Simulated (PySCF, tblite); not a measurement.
**C4H10FGaO: geometry, infrared bands and NMR shifts**

What infrared bands and NMR shifts should C4H10FGaO (`CC(C)(C)[O][GaH][F]`) show?

Computed with tblite 0.8.0 and PySCF 2.14.0, with density-fitted response routines of our own, on a single molecule in the gas phase. Atoms are numbered from 0 throughout.

### 1 Starting geometry

17 atoms, charge 0, multiplicity 1; geometry from: force field or distance geometry start.

Bonds of the start (Å): C0–C1 1.48, C1–C2 1.51, C1–C3 1.53, C1–O4 1.42, O4–Ga5 2.07, Ga5–F6 1.97, C0–H7 1.13, C0–H8 1.11, C0–H9 1.12, C2–H10 1.14, C2–H11 1.10, C2–H12 1.10, C3–H13 1.11, C3–H14 1.08, C3–H15 1.10, Ga5–H16 1.66.

### 2 Optimising the geometry with GFN2-xTB

What the job is given:

```
{"job": {"kind": "relax", "xc": "GFN2-xTB", "basis": "xTB"}, "charge": 0, "multiplicity": 1}
C     -0.886200     1.082800     0.144500
C     -0.289900    -0.272500     0.150300
C     -1.255800    -1.424900     0.262400
C      0.341500    -0.454100    -1.234700
O      0.747700    -0.422500     1.101100
Ga     2.243800     0.934800     0.640800
F      1.768300     2.672500    -0.165700
H     -0.697600     1.584100    -0.847900
H     -1.989600     1.006000     0.262600
H     -0.442000     1.786400     0.889600
H     -1.575800    -1.712600    -0.787900
H     -2.158200    -1.224700     0.854700
H     -0.692000    -2.282000     0.661600
H     -0.493300    -0.795400    -1.873300
H      0.813500     0.473900    -1.522800
H      1.014700    -1.319000    -1.114800
H      3.543900     0.379400    -0.222000
```

Started as:

```sh
> OMP_NUM_THREADS=1 python probes_run.py task.json out
```

This one command runs all jobs of the session in turn.

**Question.** This job is followed by: GFN2-xTB harmonic vibrations, gas phase; GIAO PBE0/pcSseg-1 NMR shielding, non-relativistic, gas phase. What will the session give for the following? strongest single infrared mode (GFN2-xTB); zero-point energy (GFN2-xTB); 13C shifts against TMS (PBE0/pcSseg-1, means over atoms taken as alike); 1H shifts against TMS (PBE0/pcSseg-1, means over atoms taken as alike); 17O shifts against H2O (PBE0/pcSseg-1); 19F shifts against CFCl3 (PBE0/pcSseg-1); shieldings of Ga (PBE0/pcSseg-1).

The runs gave:

| quantity | value |
| --- | --- |
| strongest single infrared mode (GFN2-xTB) | 1914 cm⁻¹, 155 km/mol |
| zero-point energy (GFN2-xTB) | 81.7 kcal/mol |
| 13C shifts against TMS (PBE0/pcSseg-1, means over atoms taken as alike) | 77.2, 35.9 ppm |
| 1H shifts against TMS (PBE0/pcSseg-1, means over atoms taken as alike) | 4.71, 1.43 ppm |
| 17O shifts against H2O (PBE0/pcSseg-1) | 155.9 ppm |
| 19F shifts against CFCl3 (PBE0/pcSseg-1) | -148.2 ppm |
| shieldings of Ga (PBE0/pcSseg-1) | Ga5 1507.7 ppm |

**Reading.** The optimisation took 106 steps and gained 1.816 eV; among the close pairs (by a distance rule), O4–Ga5 changed most, from 2.072 to 1.715 Å. The lowest mode is slightly imaginary (14i cm⁻¹), a soft motion within the noise of the Hessian, so the minimum is not strictly shown. The strongest single mode, at 1914 cm⁻¹, moves mainly H16. Unscaled tight-binding wavenumbers are off by several per cent, some by more. Its intensities can rank the bands wrongly. C1 (fully substituted sp3 carbon bonded to O) lies farthest downfield among carbon, at 77.2 ppm; deshielded by the electronegative neighbour. At PBE0/pcSseg-1: The largest span, 446 ppm, is at Ga5, where the paramagnetic term is -1134 ppm. Spin-orbit coupling is left out, which matters for shieldings and couplings at and beside the heavy atoms.
